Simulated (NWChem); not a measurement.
# GaH2O (SMILES [O][GaH2]) at UHF/6-31G(d) (spherical functions)

What is the vertical ionisation energy of GaH2O at UHF/6-31G* (spherical functions)? 

The calculation is run with NWChem 7.3.0.

### Step 1. The structure to begin with

GaH2O has 4 atoms, charge 0, and is taken as a doublet. As SMILES, `[O][GaH2]`. The shape is that of a PBE0-D4/def2-TZVP optimisation.

Bond lengths: O1–Ga2 1.794 Å, Ga2–H3 1.556 Å, Ga2–H4 1.556 Å. Angles: O1–Ga2–H3 114.9°, O1–Ga2–H4 114.9°, H3–Ga2–H4 130.2°.

### Step 2. The energy at UHF/6-31G(d) (spherical functions)

Contents of input.nw:

```
start input
title "GaH2O energy"
memory 2200 mb
charge 0
geometry units angstrom noautosym nocenter noautoz
O    -0.885700   -0.494600    1.322100
Ga    0.078800    0.019500   -0.100900
H    -0.675200   -0.040800   -1.460300
H     1.537600    0.455600    0.218700
end
basis spherical bse
* library 6-31G*
end
scf
doublet
uhf
thresh 1e-08
maxiter 80
noprint "final vectors analysis"
end
task scf energy
```

Run with:

```console
$ nwchem input.nw > input.out
```

Output:

```text
[...]
  functions       =    50
[...]
  wavefunction    = UHF
[...]
         Total SCF energy =  -1998.944292725730
      One electron energy =  -2982.369374660297
      Two electron energy =    886.012652821770
 Nuclear repulsion energy =     97.412429112797
                       Sz =      0.5000
                 Sz(Sz+1) =      0.7500
                      S^2 =      0.7592
[...]
```

Run time: 13 s. Hardware: 1 thread of Intel Xeon Platinum 8488C (Sapphire Rapids), shared host; peak memory 0.096 GiB.

### Step 3. The singlet cation

Contents of struct.nw:

```
echo
start struct
title "GaH2O"
memory total 2200 mb
charge 1

geometry units angstrom noautosym nocenter noautoz
  O       -0.885700      -0.494600       1.322100
  Ga       0.078800       0.019500      -0.100900
  H       -0.675200      -0.040800      -1.460300
  H        1.537600       0.455600       0.218700
end

basis spherical bse
  * library 6-31G*
end

scf
  thresh 1e-08
  maxiter 80
  noprint "final vectors analysis"
end

task scf energy
```

Run with:

```console
$ nwchem struct.nw > struct.out
```

Output:

```text
[...]
  functions       =    50
[...]
  wavefunction    = RHF
[...]
         Total SCF energy =  -1998.477440044697
      One-electron energy =  -2969.841864811666
      Two-electron energy =    873.951995654172
 Nuclear repulsion energy =     97.412429112797
        Time for solution =     11.5s
[...]
```

Run time: 13 s. Hardware: 1 thread of Intel Xeon Platinum 8488C (Sapphire Rapids), shared host; peak memory 0.096 GiB.

### Step 4. Results

Level: UHF/6-31G* (spherical functions).

| quantity | value |
| --- | --- |
| doublet GaH2O: total energy | -1998.94429 Eh |
| doublet GaH2O: dipole moment | 2.27 D |
| doublet GaH2O: ⟨S²⟩ | 0.759 |
| singlet cation: total energy | -1998.47744 Eh |
| vertical ionisation energy (to the singlet cation) | 12.704 eV |

In words: Removing an electron at fixed nuclei costs 12.70 eV (1226 kJ/mol). Only the singlet of the ionised species was computed; a triplet could lie lower. Mulliken charges (singlet cation) run from +0.07 on O1 to +0.53 on Ga2; they depend strongly on the basis.
